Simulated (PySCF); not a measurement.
# [Ce(H2O)5]3+: other functionals and bases at one geometry

Aim: see how levels, charges and forces of [Ce(H2O)5]3+ depend on the level of theory. It is a constructed species; whether it can be made isn't addressed.

Computed with PySCF 2.14.0. Level: several levels, as the steps say, no spin–orbit coupling.

3 further runs of the same task are left out: 1 for a known fault of the program, 2 that didn't finish. Runs told in other sessions of the task aren't counted.

## (1) The starting structure

16 atoms, charge 3, spin multiplicity 2.

Bond lengths: Ce1–O2 2.417 Å, Ce1–O5 2.417 Å, Ce1–O8 2.397 Å, Ce1–O11 2.418 Å, Ce1–O14 2.418 Å, O2–H3 0.978 Å, O2–H4 0.978 Å, O5–H6 0.978 Å, O5–H7 0.978 Å, O8–H9 0.980 Å, O8–H10 0.980 Å, O11–H12 0.979 Å, O11–H13 0.979 Å, O14–H15 0.979 Å, O14–H16 0.979 Å. Angles: O2–Ce1–O5 152.7°, O2–Ce1–O8 103.7°, O2–Ce1–O11 85.0°, O2–Ce1–O14 85.0°, O5–Ce1–O8 103.7°, O5–Ce1–O11 85.0°, O5–Ce1–O14 85.0°, O8–Ce1–O11 111.7°, O8–Ce1–O14 111.7°, O11–Ce1–O14 136.5°, Ce1–O2–H3 128.2°, Ce1–O2–H4 128.2°, H3–O2–H4 103.7°, Ce1–O5–H6 128.2°, Ce1–O5–H7 128.2°, H6–O5–H7 103.7°, Ce1–O8–H9 128.4°, Ce1–O8–H10 128.4° and more.

Coordinates:

| atom | x (Å) | y (Å) | z (Å) |
| --- | --- | --- | --- |
| Ce1 | 0.1144 | 0.0000 | 0.0000 |
| O2 | -0.4570 | 0.0000 | 2.3490 |
| H3 | -0.5833 | 0.7688 | 2.9400 |
| H4 | -0.5833 | -0.7688 | 2.9400 |
| O5 | -0.4570 | 0.0000 | -2.3490 |
| H6 | -0.5833 | -0.7688 | -2.9400 |
| H7 | -0.5833 | 0.7688 | -2.9400 |
| O8 | 2.5112 | -0.0001 | 0.0000 |
| H9 | 3.1194 | -0.7683 | 0.0000 |
| H10 | 3.1194 | 0.7681 | 0.0000 |
| O11 | -0.7811 | 2.2461 | 0.0000 |
| H12 | -0.3034 | 3.1009 | 0.0000 |
| H13 | -1.7238 | 2.5112 | 0.0000 |
| O14 | -0.7813 | -2.2460 | 0.0000 |
| H15 | -1.7240 | -2.5111 | 0.0000 |
| H16 | -0.3036 | -3.1009 | 0.0000 |

Formal oxidation states: Ce +3. An earlier session relaxed this geometry at PBE0, Ce def2-SVP with ECP28, O def2-SVP, H def2-SVP (doublet, point group C2v).

At PBE0 on the finer grid: E = -855.579824 Eh, HOMO -21.21 eV, LUMO -15.28 eV (over both spins), ⟨S²⟩ = 0.751, Mulliken charge on Ce1 +1.73 e, largest force component 0.005 eV/Å. 

Levels to run: TPSSh; wB97X. Hardware: 4 threads of Arm Neoverse V1, shared host.

## (2) TPSSh

Input file run.py (the lines that set the calculation):

```python
mol = gto.M(atom='''
Ce     0.11440     0.00000     0.00000
O     -0.45704     0.00002     2.34898
H     -0.58327     0.76880     2.94004
H     -0.58333    -0.76876     2.94004
O     -0.45704     0.00002    -2.34898
H     -0.58333    -0.76876    -2.94004
H     -0.58327     0.76880    -2.94004
O      2.51124    -0.00010     0.00000
H      3.11936    -0.76830     0.00000
H      3.11942     0.76805     0.00000
O     -0.78109     2.24606     0.00000
H     -0.30338     3.10094     0.00000
H     -1.72378     2.51125     0.00000
O     -0.78127    -2.24600     0.00000
H     -1.72398    -2.51111     0.00000
H     -0.30362    -3.10092     0.00000''',
    basis={'Ce': 'def2-SVP', 'O': 'def2-SVP', 'H': 'def2-SVP'},
    ecp={'Ce': 'def2-SVP'},
    charge=3, spin=1)
mf = dft.UKS(mol, xc='TPSSH')
mf.grids.atom_grid = (75, 302)  # f atoms: unpruned, at least (60, 302)
mf = mf.density_fit()  # fitting sets: Ce def2-universal-JKFIT, O def2-universal-JKFIT, H def2-universal-JKFIT
mf.conv_tol = 1e-08; mf.max_cycle = 55
mf.kernel(dm0)  # dm0: the density of the relaxed state
```

Started as:

```
OMP_NUM_THREADS=4 python run.py
```

Log:

```text
init E= -855.835481019268
  HOMO = -0.725036415505  LUMO = -0.583671436072  gap/eV = 3.84674
cycle= 1 E= -855.836948056874  delta_E= -0.00147  |g|= 0.0109  |ddm|= 0.0754
  HOMO = -0.713560822011  LUMO = -0.573022654029  gap/eV = 3.82424
cycle= 2 E= -855.836942912587  delta_E= 5.14e-06  |g|= 0.0131  |ddm|= 0.0332
  HOMO = -0.719152356296  LUMO = -0.578473982879  gap/eV = 3.82805
cycle= 3 E= -855.83701499074  delta_E= -7.21e-05  |g|= 0.00273  |ddm|= 0.0143
  HOMO = -0.719577684729  LUMO = -0.578893416765  gap/eV = 3.82821
cycle= 4 E= -855.83701692937  delta_E= -1.94e-06  |g|= 0.000994  |ddm|= 0.0022
  HOMO = -0.719493602386  LUMO = -0.57881293733  gap/eV = 3.82812
cycle= 5 E= -855.837017246865  delta_E= -3.17e-07  |g|= 0.000205  |ddm|= 0.00068
  HOMO = -0.719455364194  LUMO = -0.578779384837  gap/eV = 3.82799
cycle= 6 E= -855.837017265617  delta_E= -1.88e-08  |g|= 2.26e-05  |ddm|= 0.000186
  HOMO = -0.71944624259  LUMO = -0.578770947609  gap/eV = 3.82797
cycle= 7 E= -855.837017265853  delta_E= -2.36e-10  |g|= 5.16e-06  |ddm|= 3.05e-05
  HOMO = -0.71944846699  LUMO = -0.578773167958  gap/eV = 3.82797
Extra cycle  E= -855.837017265859  delta_E= -6.82e-12  |g|= 5.38e-06  |ddm|= 9.13e-06
converged SCF energy = -855.837017265859  <S^2> = 0.75114914  2S+1 = 2.0011488
```

Run time: 57 s. Hardware: 4 threads of Arm Neoverse V1, shared host.

Result: E = -855.837017 Eh, HOMO -19.58 eV, LUMO -16.55 eV (over both spins), ⟨S²⟩ = 0.751, Mulliken charge on Ce1 +1.68 e, largest force component 0.255 eV/Å. 

## (3) wB97X

run.py (the lines that set the calculation): that of step 2 with these lines changed.

```diff
@@ -20,3 +20,3 @@
     charge=3, spin=1)
-mf = dft.UKS(mol, xc='TPSSH')
+mf = dft.UKS(mol, xc='WB97X')
 mf.grids.atom_grid = (75, 302)  # f atoms: unpruned, at least (60, 302)
```

Started as:

```
OMP_NUM_THREADS=4 python run.py
```

Log:

```text
init E= -855.96013439273
  HOMO = -0.872404456719  LUMO = -0.441405581346  gap/eV = 11.72808
cycle= 1 E= -855.961962142222  delta_E= -0.00183  |g|= 0.0148  |ddm|= 0.0973
  HOMO = -0.880399281202  LUMO = -0.448523371983  gap/eV = 11.75194
cycle= 2 E= -855.962034400092  delta_E= -7.23e-05  |g|= 0.00935  |ddm|= 0.0221
  HOMO = -0.879394307221  LUMO = -0.447570961074  gap/eV = 11.75051
cycle= 3 E= -855.962065757481  delta_E= -3.14e-05  |g|= 0.00318  |ddm|= 0.00713
  HOMO = -0.879473345086  LUMO = -0.447596417216  gap/eV = 11.75197
cycle= 4 E= -855.962069853504  delta_E= -4.1e-06  |g|= 0.000493  |ddm|= 0.0024
  HOMO = -0.879508446549  LUMO = -0.447621953024  gap/eV = 11.75223
cycle= 5 E= -855.962070083918  delta_E= -2.3e-07  |g|= 0.000134  |ddm|= 0.000898
  HOMO = -0.879593454844  LUMO = -0.447696531769  gap/eV = 11.75251
cycle= 6 E= -855.962070103315  delta_E= -1.94e-08  |g|= 4.67e-05  |ddm|= 0.000268
  HOMO = -0.879565931488  LUMO = -0.447672009896  gap/eV = 11.75243
cycle= 7 E= -855.962070106672  delta_E= -3.36e-09  |g|= 1.94e-05  |ddm|= 8.02e-05
  HOMO = -0.879570816877  LUMO = -0.447676762833  gap/eV = 11.75244
Extra cycle  E= -855.96207010749  delta_E= -8.18e-10  |g|= 1.21e-05  |ddm|= 3.53e-05
converged SCF energy = -855.96207010749  <S^2> = 0.75057312  2S+1 = 2.000573
```

It took 52 s on 4 threads of Arm Neoverse V1, shared host.

Read off: E = -855.962070 Eh, HOMO -23.93 eV, LUMO -12.80 eV (over both spins), ⟨S²⟩ = 0.751, Mulliken charge on Ce1 +1.74 e, largest force component 0.133 eV/Å. 

## (4) Results

| level | state | HOMO (eV) | gap (eV) | charge on Ce1 (e) | dipole (D) | largest force component (eV/Å) | basis functions | time |
| --- | --- | --- | --- | --- | --- | --- | --- | --- |
| PBE0 (relaxed here) | doublet | -21.21 | 5.93 | 1.73 | 0.31 | 0.00 | 198 | 3.6 min |
| TPSSh | doublet | -19.58 | 3.02 | 1.68 | 0.33 | 0.26 | 198 | 57 s |
| wB97X | doublet | -23.93 | 11.13 | 1.74 | 0.31 | 0.13 | 198 | 52 s |

Times are on 4 threads of Arm Neoverse V1, shared host; the first row also made further properties. The dipole of a charged species depends on the origin, so these sizes hold for this origin alone.

In one basis the HOMO–LUMO gap runs from 3.02 eV (TPSSh) to 11.13 eV (wB97X). The largest leftover force, 0.26 eV/Å with TPSSh, stands at a geometry relaxed at another level. The Mulliken charge on Ce spans +1.68 to +1.74 e over the levels. Total energies of different levels can't be compared. Spin–orbit coupling is left out throughout.
